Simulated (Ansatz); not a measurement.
# Ta2O5: the cost of one run

Program: Ansatz 0.2.0. Level of theory: DFT PBEsol, scalar-relativistic, plane waves, PAW. These are calculated values, not measurements.

2 further runs of the same task are left out: 2 set aside as unsound or not needed. Runs told in other sessions of the task aren't counted.

**1. The structure to begin with**

The structure is monoclinic, space group C2/c (No. 15). Conventional cell: a = 12.817 Å, b = 4.868 Å, c = 5.526 Å, α = 90.00°, β = 103.71°, γ = 90.00°. Ta (site symmetry 1) has 6 O at 1.84 to 2.14 Å in its first shell of neighbours. Around O (site symmetry 2) lie 2 Ta at 1.91 Å. Around O (site symmetry 1) lie 2 Ta at 1.84 to 1.99 Å. O (site symmetry 1) is surrounded by 3 Ta at 1.99 to 2.14 Å.

As a file:

```cif
data_structure
_symmetry_space_group_name_H-M 'C2/c'
_symmetry_Int_Tables_number 15
_cell_length_a 12.8169
_cell_length_b 4.8685
_cell_length_c 5.5259
_cell_angle_alpha 90.000
_cell_angle_beta 103.706
_cell_angle_gamma 90.000
_cell_volume 334.99
loop_
_atom_site_label
_atom_site_type_symbol
_atom_site_symmetry_multiplicity
_atom_site_Wyckoff_symbol
_atom_site_fract_x
_atom_site_fract_y
_atom_site_fract_z
_atom_site_occupancy
Ta1 Ta 8 f 0.14057 0.24544 0.76743 1
O1 O 4 e 0.00000 0.10302 0.75000 1
O2 O 8 f 0.38927 0.05286 0.52256 1
O3 O 8 f 0.29483 0.42918 0.87195 1
```

It is the result of an earlier relaxation at this level (volume 11.96 Å³/atom; gap on the mesh: 3.19 eV).

**2. Electronic structure at the relaxed geometry**

input.yaml reads:

```yaml
crystal:
  lattice:
    - [6.4083769956, -2.4342289901, 0.0334372094]
    - [6.4083769956, 2.4342289901, 0.0334372094]
    - [-1.337284117, 0.0, 5.3616840549]
  atoms:
    - { symbol: Ta, position: [0.895132698, 0.3860080248, 0.2674328746] }
    - { symbol: Ta, position: [0.6139919752, 0.104867302, 0.2325671254] }
    - { symbol: Ta, position: [0.104867302, 0.6139919752, 0.7325671254] }
    - { symbol: Ta, position: [0.3860080248, 0.895132698, 0.7674328746] }
    - { symbol: O, position: [0.896976336, 0.103023664, 0.25] }
    - { symbol: O, position: [0.103023664, 0.896976336, 0.75] }
    - { symbol: O, position: [0.3364160466, 0.4421329677, 1.0225595921] }
    - { symbol: O, position: [0.5578670323, 0.6635839534, 0.4774404079] }
    - { symbol: O, position: [0.6635839534, 0.5578670323, -0.0225595921] }
    - { symbol: O, position: [0.4421329677, 0.3364160466, 0.5225595921] }
    - { symbol: O, position: [0.8656448337, 0.7240061303, 0.3719488928] }
    - { symbol: O, position: [0.2759938697, 0.1343551663, 0.1280511072] }
    - { symbol: O, position: [0.1343551663, 0.2759938697, 0.6280511072] }
    - { symbol: O, position: [0.7240061303, 0.8656448337, 0.8719488928] }
basis:
  ecutwfc: 420
kpoints:
  mp_grid: { grid: [6, 6, 4] }
  band_path:
    path:
      - [[0.0, 0.0, 0.0], [-0.28821612, 0.28821612, 0.0]]
      - [[-0.71178388, -0.28821612, 0.0], [-0.5, -0.5, 0.0], [0.0, 0.0, 0.0], [-0.5, -0.5, 0.5], [-0.73278559, -0.26721441, 0.5]]
      - [[-0.26721441, 0.26721441, 0.5], [0.0, 0.0, 0.5], [0.0, 0.0, 0.0]]
      - [[-0.5, 0.0, 0.5], [0.0, 0.0, 0.0], [-0.5, 0.0, 0.0]]
    npoints: 10
hamiltonian:
  xc: pbesol
scf:
  occupations: { method: gaussian, width: 0.02 }
  n_extra_bands: 35
output:
  forces: true
  stress: true
  eigenvalues: true
  populations: true
  dos: { projected: true, de: 0.02, nscf_kmesh: { grid: [9, 9, 6] } }
  bader: false
```

On the command line:

```bash
> ansatz run input.yaml --threads 4 --pin off --max-ram 10240MiB --backend cpu --events-out ev --progress --plain --runs-dir out
```

What time and memory should one allow on 4 threads of AMD EPYC (Zen 3), shared host?

About 2.3 min, with a peak of 1.5 GiB.
